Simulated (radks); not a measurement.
**Fractional charge and spin in the 6s shell of tantalum**

The task here is to estimate one member of a computed series from the others.

Program: radks (a radial shooting solver on a logarithmic mesh, Libxc functionals) version 1. Level of theory: scalar-relativistic Kohn-Sham, PBE, spin-polarised, spherical densities, finite nucleus. These are calculated values, not measurements, unless marked.

## Starting point

| Quantity | Value |
| --- | --- |
| element | tantalum (Z = 73) |
| configuration | [Xe] 4f14 5d(up 1.5, down 1.5) 6s(up 1, down 1) |
| nuclear rms radius | 5.3507 fm |

A shell typed twice in an input gives spin up, then spin down.

Set-up of the first run:

The run's settings:

```text
Z 73
configuration [Xe] 4f14 5d1.5 5d1.5 6s1 6s1
relativity scalar-relativistic
functional pbe,pbe
spin polarised
nucleus finite rms 5.3507 fm
c 137.035999084
```

Steps of the session up to this table: 6s: up 1, down 1.

One table of the session follows, with a row left open; its other results are not shown here.

It belongs to the step «6s: up 1, down 1». From the orbitals of this run (lengths in bohr):

```
level     <r>  outermost maximum (interpolated)  90 % within  nodes
   4s  0.4588                             0.429        0.659      3
   4p  0.4877                             0.450        0.709      2
   4d  0.5231                             0.461        0.785      1
   5s   1.100                             0.988         1.58      4
   5p   1.294                              1.12         1.90      3
   4f  0.6394                             0.441         1.07      0
   6s       ?                                 ?            ?      ?
   5d   2.257                              1.58         3.70      2
```

**Question.** Estimate the row for 6s.

As computed: <r>: 3.300; outermost maximum (interpolated): 2.77; 90 % within: 4.91; nodes: 5. In the column «<r>» it is the highest.
